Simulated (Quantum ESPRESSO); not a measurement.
BiSbSe:

```
Sb Bi Se
1.0
     4.81662    0.00000    0.00000
    -2.40831    4.17131    0.00000
     0.00000    0.00000    4.70240
Sb Bi Se
1 1 1
Direct
  0.66667 0.33333 0.50000
  0.00000 0.00000 0.00000
  0.33333 0.66667 0.50000
```

The cell was built by a generator and needn't be a form met in nature.

- Program: Quantum ESPRESSO 7.5
- Task: phonons
- Functional: PBE
- Potentials or basis: GBRV 1.5 PBE
- Cutoff: 612 eV
- Density cutoff: 4898 eV
- k mesh: 2 × 2 × 2, shifted
- Occupations: fermi-dirac, width 0.05 eV
- Spin: no spin polarisation
- Mixing beta: 0.5
- Most SCF iterations: 120
- SCF threshold: 6e-10 Ry

**Question.** Where do the zone-centre optical modes lie?

**Answer.** A''2 at 128i cm⁻¹ (IR); A''2 at 48i cm⁻¹ (IR); E' at 39 cm⁻¹ (IR and Raman); E' at 178 cm⁻¹ (IR and Raman). Imaginary frequencies mark an instability of this cell.

Optical modes at Γ, degenerate ones joined:
```
cm⁻¹  components  symmetry     active in
128i           1      A''2            IR
 48i           1      A''2            IR
  39           2        E'  IR and Raman
 178           2        E'  IR and Raman
```

Caveat: the k mesh is coarse (spacing up to 0.75 Å⁻¹), so the values aren't converged; the mesh is thin for the phonons of a metal; some modes are imaginary; the cell is more than 3 GPa from zero pressure, which shifts response properties.
